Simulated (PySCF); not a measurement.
**C5H7BrSi: electronic excitations**

What electronic excitations should C5H7BrSi (`CC#C[Si@@H]1C[C@H]1Br`) show?

The runs use PySCF 2.14.0, with density-fitted response routines of our own; the level of theory stands in each step. All values are computed, except where a source is named. Atoms are numbered from 0 throughout.

**1. Starting geometry**

14 atoms, charge 0, multiplicity 1; geometry from: GFN2-xTB.

Bonds of the start (Å): C0–C1 1.44, C1–C2 1.21, C2–Si3 1.83, Si3–C4 1.89, C4–C5 1.53, C5–Br6 1.95, C5–Si3 1.90, C0–H7 1.09, C0–H8 1.09, C0–H9 1.09, Si3–H10 1.45, C4–H11 1.08, C4–H12 1.08, C5–H13 1.08.

**2. Excited states and response: CAM-B3LYP/def2-SVPD**

The job: settings as JSON, then the geometry in Å.

```
{"job": {"kind": "uv", "xc": "CAM-B3LYP", "basis": "def2-SVPD", "nstates": 8, "ntriplets": 3}, "charge": 0, "multiplicity": 1}
C      3.353053    -0.235067    -0.130595
C      1.944603    -0.064298     0.130805
C      0.763374     0.072212     0.334930
Si    -1.015096     0.289127     0.699590
C     -2.242257    -0.758234    -0.282118
C     -2.083706     0.662067    -0.825511
Br    -3.657064     1.809969    -0.719801
H      3.906451    -0.241092     0.808303
H      3.522862    -1.179079    -0.648069
H      3.719561     0.581291    -0.752653
H     -1.427469     0.846365     1.971938
H     -1.914034    -1.546326    -0.947732
H     -3.204543    -0.991605     0.153860
H     -1.666415     0.754197    -1.820092
```

Level: TDDFT CAM-B3LYP/def2-SVPD, vertical, gas phase, core orbitals frozen in the response.

The run is started by

```console
> OMP_NUM_THREADS=1 python probes_run.py task.json out
```

This one command runs all jobs of the session in turn.

Standard output:

```text
coarse grid: 56952 points
cycle   1  E = -3057.7355724152  dE = -1.831e-01  |g| = 3.863e-01  |ddm| = 7.899e+00
cycle   2  E = -3057.7563093532  dE = -2.074e-02  |g| = 3.014e-01  |ddm| = 2.190e+00
cycle   3  E = -3057.7782354090  dE = -2.193e-02  |g| = 8.430e-02  |ddm| = 6.295e-01
cycle   4  E = -3057.7796486197  dE = -1.413e-03  |g| = 4.177e-02  |ddm| = 1.751e-01
cycle   5  E = -3057.7800870020  dE = -4.384e-04  |g| = 1.030e-02  |ddm| = 8.606e-02
cycle   6  E = -3057.7801123960  dE = -2.539e-05  |g| = 2.665e-03  |ddm| = 2.598e-02
cycle   7  E = -3057.7801144728  dE = -2.077e-06  |g| = 9.255e-04  |ddm| = 6.250e-03
final grid: 118648 points
cycle   8  E = -3057.7800944180  dE = -1.225e-08  |g| = 1.101e-03  |ddm| = 5.115e-03
cycle   9  E = -3057.7800941713  dE =  2.467e-07  |g| = 1.494e-03  |ddm| = 3.232e-03
cycle  10  E = -3057.7800947686  dE = -5.973e-07  |g| = 7.813e-05  |ddm| = 1.821e-03
cycle  11  E = -3057.7800947706  dE = -1.957e-09  |g| = 4.078e-05  |ddm| = 1.870e-04
cycle  12  E = -3057.7800947714  dE = -7.913e-10  |g| = 2.334e-05  |ddm| = 1.288e-04
converged SCF energy = -3057.7800947714

Static polarisability (au): isotropic 111.581, principal 85.996 86.770 161.977

Singlet excitations
state   eV       nm        f      main configurations
  1   4.9812    248.9   0.08769   H->L 0.65, H->L+1 0.23
  2   5.6000    221.4   0.01346   H-1->L 0.33, H->L+1 0.18, H->L+3 0.16
  3   5.6410    219.8   0.13595   H->L+1 0.38, H-1->L 0.22, H->L 0.18
  4   5.8605    211.6   0.02017   H->L+3 0.31, H-1->L 0.17, H-2->L 0.16
  5   5.9920    206.9   0.00178   H-3->L 0.48, H-1->L+1 0.15
  6   6.3878    194.1   0.00992   H-2->L 0.22, H->L+3 0.20, H->L+5 0.14
  7   6.5170    190.2   0.07165   H->L+2 0.24, H->L+4 0.14, H->L+5 0.12
  8   6.6086    187.6   0.02958   H->L+2 0.38, H-3->L+1 0.10, H->L+5 0.10

Triplet excitations (Tamm-Dancoff, eV): 4.1950 4.7227 5.1306
```

Run time: 2 min. Hardware: 1 thread of Arm Neoverse N1, shared host; peak memory 1 GiB.

Frontier orbitals and where they lie:

```csv
orbital,eV,atoms
HOMO−3,-9.58,"C2 36 %, C1 33 %, Br6 11 %"
HOMO−2,-9.42,"Br6 55 %, C2 12 %, C1 12 %"
HOMO−1,-8.80,"Br6 56 %, C4 15 %, C5 9 %"
HOMO,-7.88,"Br6 28 %, C5 22 %, Si3 17 %"
LUMO,0.28,"Br6 22 %, Si3 22 %, C2 12 %"
LUMO+1,0.83,"Si3 18 %, Br6 16 %, C1 15 %"
LUMO+2,1.05,"C0 29 %, C1 21 %, Si3 12 %"
```

With each of the 8 states as a Gaussian band of 0.4 eV half-width at 1/e, the curve within the window shown has maxima at 219 nm (ε 7,000), 190 nm (ε 4,500) L/(mol cm). Beyond the last state computed it falls off for lack of states. The curve at chosen wavelengths:

```
 nm  ε (L/mol/cm)
179          1870
183          3240
187          4271
191          4494
195          4063
200          3568
204          3845
208          4756
212          5890
216          6726
220          6946
224          6571
228          5876
233          5036
237          4594
241          4345
245          4166
249          3929
253          3567
257          3082
261          2524
266          1825
270          1331
274           928
278           620
282           398
```

Leading natural transition orbitals of singlet state 3: the hole lies on C1, C5 about 18 % each; C2 15 %; Si3 13 %; the particle on C1, C2 about 21 % each; Si3 19 %; H10 11 %.

Leading natural transition orbitals of singlet state 1: the hole lies on Br6 36 %; C5 21 %; Si3 16 %; the particle on Br6 37 %; C5 24 %; Si3 9 %.

Further results of this job:

```csv
property,computed
dipole moment (D),3.99
polarisability (Å³),16.53
HOMO–LUMO gap (eV),8.15
−ε(HOMO) (eV),7.88
```

The fields below are evaluated on a grid from the run's orbitals.

Frontier orbitals at CAM-B3LYP/def2-SVPD, with the share of their density that lies nearest to each atom:

```csv
orbital,energy (eV),lies on
HOMO,-7.88,Br6 28 %; C5 21 %; Si3 17 %
LUMO,0.28,"Br6 18 %; Si3 18 %; C1, C2, C5 about 13 % each"
```

ELF in a plane through or near 6 of the atoms.

Values, 10 rows by 14 columns:
```
0.00 0.00 0.00 0.00 0.00 0.00 0.00 0.00 0.00 0.00 0.00 0.00 0.00 0.00
0.00 0.00 0.00 0.00 0.00 0.00 0.00 0.01 0.14 0.02 0.00 0.00 0.00 0.00
0.00 0.00 0.00 0.00 0.00 0.01 0.00 0.48 1.00 0.97 0.00 0.00 0.00 0.00
0.00 0.00 0.41 0.37 0.06 0.40 0.41 0.37 0.96 0.72 0.01 0.23 0.05 0.00
0.00 0.05 0.97 0.98 0.59 0.78 0.18 0.34 0.76 0.16 0.06 0.43 0.37 0.00
0.00 0.01 0.20 0.26 0.89 0.41 0.69 0.46 0.28 0.85 0.15 0.11 0.28 0.00
0.00 0.00 0.38 0.99 0.22 0.28 0.40 0.01 0.07 0.45 0.14 0.01 0.01 0.00
0.00 0.00 0.02 0.43 0.02 0.00 0.00 0.00 0.02 0.04 0.01 0.00 0.00 0.00
0.00 0.00 0.00 0.00 0.00 0.00 0.00 0.00 0.00 0.00 0.00 0.00 0.00 0.00
0.00 0.00 0.00 0.00 0.00 0.00 0.00 0.00 0.00 0.00 0.00 0.00 0.00 0.00
```
The map spans 13.1 Å across and 9.7 Å up, centred on the molecule. Atoms in the plane (x, y in Å): C0 (-3.4, -0.1), C1 (-2.0, 0.2), C2 (-0.8, 0.5), Si3 (1.0, 0.9), H7 (-4.0, 0.7), H10 (1.4, 2.3).

log10 of the density (e/Å³) in the same plane.

Values, 10 rows by 14 columns:
```
-4.0 -4.0 -4.0 -4.0 -4.0 -4.0 -4.0 -4.0 -4.0 -4.0 -4.0 -4.0 -4.0 -4.0
-4.0 -4.0 -4.0 -4.0 -4.0 -4.0 -3.8 -2.9 -2.5 -2.8 -3.7 -4.0 -4.0 -4.0
-4.0 -4.0 -3.8 -3.5 -3.3 -2.8 -2.5 -1.6 -0.8 -1.4 -2.7 -3.2 -3.7 -4.0
-4.0 -3.2 -2.1 -1.7 -1.8 -1.4 -1.1 -0.8 -0.1 -0.9 -2.0 -2.0 -2.5 -3.7
-4.0 -2.5 -0.9  0.0 -0.3  0.1  0.4 -0.1  1.5 -0.7 -1.3 -1.3 -1.9 -3.1
-4.0 -2.6 -1.1  0.5  0.1  0.2 -0.1 -0.7 -0.5  0.2 -0.8 -1.3 -1.9 -3.2
-4.0 -3.0 -1.6 -0.2 -1.0 -1.4 -1.5 -1.9 -1.2 -0.5 -1.2 -2.1 -2.7 -3.7
-4.0 -3.8 -2.7 -2.0 -2.5 -2.9 -3.1 -2.9 -2.2 -1.8 -2.4 -3.2 -3.8 -4.0
-4.0 -4.0 -4.0 -3.8 -4.0 -4.0 -4.0 -4.0 -3.6 -3.4 -3.9 -4.0 -4.0 -4.0
-4.0 -4.0 -4.0 -4.0 -4.0 -4.0 -4.0 -4.0 -4.0 -4.0 -4.0 -4.0 -4.0 -4.0
```
The map spans 13.1 Å across and 9.7 Å up, centred on the molecule. Atoms in the plane (x, y in Å): C0 (-3.4, -0.1), C1 (-2.0, 0.2), C2 (-0.8, 0.5), Si3 (1.0, 0.9), H7 (-4.0, 0.7), H10 (1.4, 2.3).

On the surface of density 0.002 e/bohr³ the electrostatic potential runs, from the 1st to the 99th percentile, from -0.86 V near Br6 to 1.15 V near H7.

**3. What came out**

| quantity | value |
| --- | --- |
| lowest singlet (CAM-B3LYP/def2-SVPD) | 4.98 eV (249 nm), f = 0.088 |
| brightest single state of those computed | state 3, 5.64 eV, f = 0.136 |
| lowest triplet | 4.20 eV |
| surface potential, 1st and 99th percentile | -0.86 V and 1.15 V |

The first singlet state (HOMO→LUMO 0.65, HOMO→LUMO+1 0.23) lies at 4.98 eV and is bright; of the 8 states computed, the strongest absorption comes from state 3 at 5.64 eV. The lowest triplet lies 0.79 eV below the lowest singlet (triplets in Tamm-Dancoff, singlets in full TDDFT).
